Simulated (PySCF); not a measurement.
**CoO₂F: structure of the triplet**

Aim: relax CoO₂F as a triplet from a trigonal planar start, check by its vibrations whether the end is a minimum, and collect its spectrum and constants.

The runs use PySCF 2.14.0; PBE0, basis Co def2-TZVP, O def2-TZVP, F def2-TZVP, no relativity, density fitting.

### 1 The starting structure

4 atoms, charge 0, spin multiplicity 3.

Bond lengths: Co1–O2 1.600 Å, Co1–O3 1.600 Å, Co1–F4 1.750 Å. Angles: O2–Co1–O3 120.0°, O2–Co1–F4 120.0°, O3–Co1–F4 120.0°.

```xyz
4
charge 0 multiplicity 3
Co    0.0000    0.0000    0.0000
O    -0.8000    1.3856    0.0000
O    -0.8000   -1.3856    0.0000
F     1.7500    0.0000    0.0000
```

### 2 First SCF at the start

One driver script runs all steps and calls PySCF; scf.py shows how it sets up the SCF of each step. The optimiser is the driver's own. After this first run the driver tries any further starts and a stability analysis.

scf.py reads:

```python
from pyscf import gto, scf, dft
mol = gto.M(atom='''
Co     0.000000     0.000000     0.000000
O     -0.800000     1.385600     0.000000
O     -0.800000    -1.385600     0.000000
F      1.750000     0.000000     0.000000''',
    basis={'Co': 'def2-TZVP', 'O': 'def2-TZVP', 'F': 'def2-TZVP'},
    charge=0, spin=2)
mf = dft.UKS(mol, xc='PBE0')
mf.grids.atom_grid = (50, 194)
aux = {'Co': 'def2-universal-JKFIT', 'O': 'def2-universal-JKFIT', 'F': 'def2-universal-JKFIT'}
mf = mf.density_fit(auxbasis=aux)
mf.conv_tol = 1e-08
mf.diis_space = 10
mf.max_cycle = 60
mf.init_guess = 'minao'
mf.verbose = 4
mf.kernel()
```

Launch:

```
> OMP_NUM_THREADS=4 python axn.py task.json out
```

The runs that follow: Relaxing the triplet from the trigonal planar start; Frequencies.

**Question.** What will these runs give? Wanted: minimum; geometry; wavenumbers; dipole moment; highest occupied, lowest empty level; polar-tensor charge of Co1; zero-point energy; atomisation energy; ⟨S²⟩.

As calculated:

| quantity | value |
| --- | --- |
| minimum | triplet, C2v |
| geometry | Co–F 1.686 Å, Co–O 1.552 Å (×2); F–Co–O 121.6° (×2), O–Co–O 116.7° |
| wavenumbers (cm⁻¹) | 196 (b1), 226 (b2), 340 (a1), 726 (a1), 980 (b2), 1023 (a1) |
| dipole moment | 0.21 D |
| highest occupied, lowest empty level (either spin) | -10.18, -5.76 eV |
| polar-tensor charge of Co1 | +1.29 e |
| zero-point energy | 20.9 kJ/mol |
| entropy at 298.15 K | 298.4 J/(mol K) |
| atomisation energy (no zero-point energy) | 994 kJ/mol |
| ⟨S²⟩ | 2.039 |

The trigonal planar start keeps its C2v symmetry and ends in a minimum. In the infrared the band at 980 cm⁻¹ (b2, stretch) leads. Most of the spin sits on Co1 (Mulliken spin 1.27, against 2 for the whole molecule). The first SCF alone would have been 218 kJ/mol too high. Only this shape and spin were tried, so other structures or states may lie lower. One determinant may miss the lowest occupation of an open d or f shell.
